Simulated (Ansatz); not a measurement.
# AsH6N2: the cost of one run

Program: Ansatz 0.2.0. Level of theory: RKS BLYP-D4/def2-SVP. These are calculated values, not measurements.

## (1) Starting point

Bond lengths: N1–As2 1.744 Å, As2–N3 2.196 Å, N1–H4 1.011 Å, N1–H5 1.009 Å, As2–H6 1.494 Å, N3–H7 1.021 Å, N3–H8 1.020 Å, N3–H9 1.020 Å. Angles: N1–As2–N3 96.9°, N1–As2–H6 95.6°, N3–As2–H6 86.5°, As2–N1–H4 120.2°, As2–N1–H5 125.8°, H4–N1–H5 111.4°, As2–N3–H7 110.9°, As2–N3–H8 110.1°, As2–N3–H9 110.4°, H7–N3–H8 108.5°, H7–N3–H9 108.9°, H8–N3–H9 108.1°.

As a file:

```xyz
9

N    -0.8431    0.7287   -1.1519
As   -0.6929    0.7994    0.5845
N     0.5795   -0.9754    0.8123
H    -1.7188    0.4543   -1.5751
H    -0.2435    1.1958   -1.8159
H     0.5720    1.5951    0.5882
H     1.1727   -1.1055   -0.0082
H     0.0014   -1.8082    0.9285
H     1.1726   -0.8841    1.6375
```

## (2) Relaxing end A

File input.yaml:

```yaml
crystal:
  periodic: [false, false, false]
  atoms:
    - { symbol: "N", position_ang: [-0.8431, 0.72873, -1.15192] }
    - { symbol: As, position_ang: [-0.69288, 0.79935, 0.58445] }
    - { symbol: "N", position_ang: [0.57954, -0.97539, 0.81234] }
    - { symbol: H, position_ang: [-1.71877, 0.4543, -1.57509] }
    - { symbol: H, position_ang: [-0.24354, 1.19579, -1.81589] }
    - { symbol: H, position_ang: [0.57199, 1.59508, 0.58821] }
    - { symbol: H, position_ang: [1.17275, -1.10551, -0.00817] }
    - { symbol: H, position_ang: [0.00138, -1.80819, 0.92854] }
    - { symbol: H, position_ang: [1.17263, -0.88415, 1.63752] }
total_charge: 1
basis:
  gaussian: { orbitals: def2-SVP }
hamiltonian:
  xc: blyp
  dispersion: d4
relax:
  f_tol: 0.015
  max_steps: 40
```

Command:

```console
> ansatz run input.yaml --threads 1 --pin off --max-ram 2048MiB --backend cpu --events-out ev --progress --plain --runs-dir out
```

What time and memory should one allow on 1 thread of an x86-64 CPU, shared host?

About 35 s, with a peak of 0.13 GiB.
